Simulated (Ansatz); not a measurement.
# GaCl+ (quartet): wave-function methods side by side, cc-pVDZ

An exercise on one series of results from a longer session: the logs are not shown, and one member is left open.

The runs use Ansatz 0.2.0, Gaussian basis; cc-pVDZ, core rule «outside noble gas», up to 19 orbitals frozen.

The runs, in order: UHF; CCSD(T) on ROHF; CCSD(T) on UHF; BCCD(T) on ROHF; CISD as a restricted active space (open shells left free, so some higher excitations enter); CCSDT(Q) on ROHF; CCSDT(Q) on UHF.

8 further runs of the same task are left out: 5 for a known fault of the program, 1 that didn't finish, 2 set aside as unsound or not needed. Runs told in other sessions of the task aren't counted.

### The geometry

The geometry is a PBE0/def2-TZVP stationary point (not a proven minimum) of the parent state, kept for this charge and spin. No spin-orbit coupling is included. The filled d shell of Ga may be among the frozen orbitals whatever the setting's name suggests.

2 atoms, charge 1, spin multiplicity 4.

Atoms are counted from 1 here; the program's logs count them from 0.

Bond lengths: Cl1–Ga2 2.089 Å.

The first run:

Contents of in.yaml:

```yaml
crystal:
  periodic: [false, false, false]
  atoms:
    - {symbol: Cl, position_ang: [0.000000, 0.000000, 0.000000]}
    - {symbol: Ga, position_ang: [0.000000, 0.000000, 2.088600]}
basis:
  gaussian: {orbitals: cc-pVDZ}
total_charge: 1
magnetization: {spin_polarized: true, initial_magnetization: 3}
hamiltonian: {xc: hf}
output: {orbitals: {seedname: orbitals}}
```

Launch:

```bash
$ ansatz run in.yaml --threads 1 --pin off --events-out ev --progress --plain --max-ram 2393MiB
```

Steps of the session up to this table: UHF; CCSD(T) on ROHF; CCSD(T) on UHF; BCCD(T) on ROHF; CISD as a restricted active space (open shells left free, so some higher excitations enter); CCSDT(Q) on ROHF; CCSDT(Q) on UHF.

One of the session's tables, all rows but one given; the rest of the session is left out.

| method | from RCCSDT(Q) (meV) |
| --- | --- |
| ROHF | +4221.1 |
| UHF | +4070.8 |
| RMP2 | +734.9 |
| UMP2 | +732.1 |
| RCCSD | +190.4 |
| UCCSD | +170.1 |
| RCCSD(T) | ? |
| UCCSD(T) | +97.7 |
| BCCD(T) | +115.5 |
| RCCSDT | +35.2 |
| UCCSDT | +21.5 |
| RCCSDT(Q) | 0 |
| UCCSDT(Q) | -12.1 |

**Question.** Estimate the row for RCCSD(T).

The run gave: from RCCSDT(Q) (meV): +115.0. In the column «from RCCSDT(Q) (meV)» it lies between UCCSD(T) (+97.7) and BCCD(T) (+115.5).

Not comparable, so not listed: CISD as a restricted active space (open shells left free, so some higher excitations enter) (they don't share determinant, frozen orbitals or solution with the rows shown, or repeat one).

Limits of these values: The report flags that the cluster equations may have other roots. The program flags RCCSDT(Q), UCCSDT(Q) as in doubt, so the zero of the table is itself unsure. Restricted and unrestricted rows rest on different reference determinants; a gap between their highest levels can come from leftover correlation error, from unlike frozen cores or from another state.
